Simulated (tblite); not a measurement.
# C5H13BN2Si2: the cost of one run

The runs use tblite 0.8.0 and PySCF 2.14.0, with density-fitted response routines of our own; the level of theory stands in each step. All values are computed, except where a source is named. Atoms count from 0, in the outputs and in this text.

## (1) The starting structure

23 atoms, charge 0, multiplicity 1; geometry from: force field or distance geometry start.

Bonds of the start (Å): Si0–N1 1.82, N1–Si2 1.81, N1–B3 1.51, B3–N4 1.52, N4–C5 1.35, C5–C6 1.39, C6–C7 1.38, C7–C8 1.39, C8–C9 1.39, C9–N4 1.37, Si0–H10 1.47, Si0–H11 1.46, Si0–H12 1.46, Si2–H13 1.46, Si2–H14 1.49, Si2–H15 1.46, B3–H16 1.20, B3–H17 1.20, C5–H18 1.09, C6–H19 1.08, C7–H20 1.11, C8–H21 1.08, C9–H22 1.09.

## (2) Geometry optimisation with GFN2-xTB

The job: settings as JSON, then the geometry in Å.

```
{"job": {"kind": "relax", "xc": "GFN2-xTB", "basis": "xTB"}, "charge": 0, "multiplicity": 1}
Si     2.351500    -1.281300     0.730000
N      1.445000     0.298200     0.775200
Si     2.760200     1.543000     0.669500
B      0.600100     0.482000    -0.466400
N     -0.866600     0.137000    -0.287300
C     -1.693300     0.908400     0.441100
C     -3.038200     0.564300     0.564100
C     -3.478300    -0.574000    -0.078600
C     -2.639900    -1.378400    -0.842300
C     -1.313300    -0.983600    -0.929100
H      3.764300    -1.040500     0.408700
H      1.822500    -2.120000    -0.347800
H      2.255300    -2.012800     1.988800
H      3.796200     1.365400     1.677800
H      2.061500     2.852600     0.756700
H      3.395600     1.474700    -0.648000
H      1.140100    -0.143600    -1.330600
H      0.755200     1.620500    -0.801700
H     -1.285400     1.787000     0.932700
H     -3.707100     1.168800     1.161900
H     -4.555700    -0.819600     0.038300
H     -2.983000    -2.264300    -1.354300
H     -0.591400    -1.556900    -1.502700
```

Launch:

```console
> OMP_NUM_THREADS=1 python probes_run.py task.json out
```

One launch serves the whole session: the jobs run in the order shown.

Q: Estimate the wall time and peak memory of this first job on 1 thread of Arm Neoverse N1, shared host.

About 4.8 s, with a peak of 0.18 GiB.
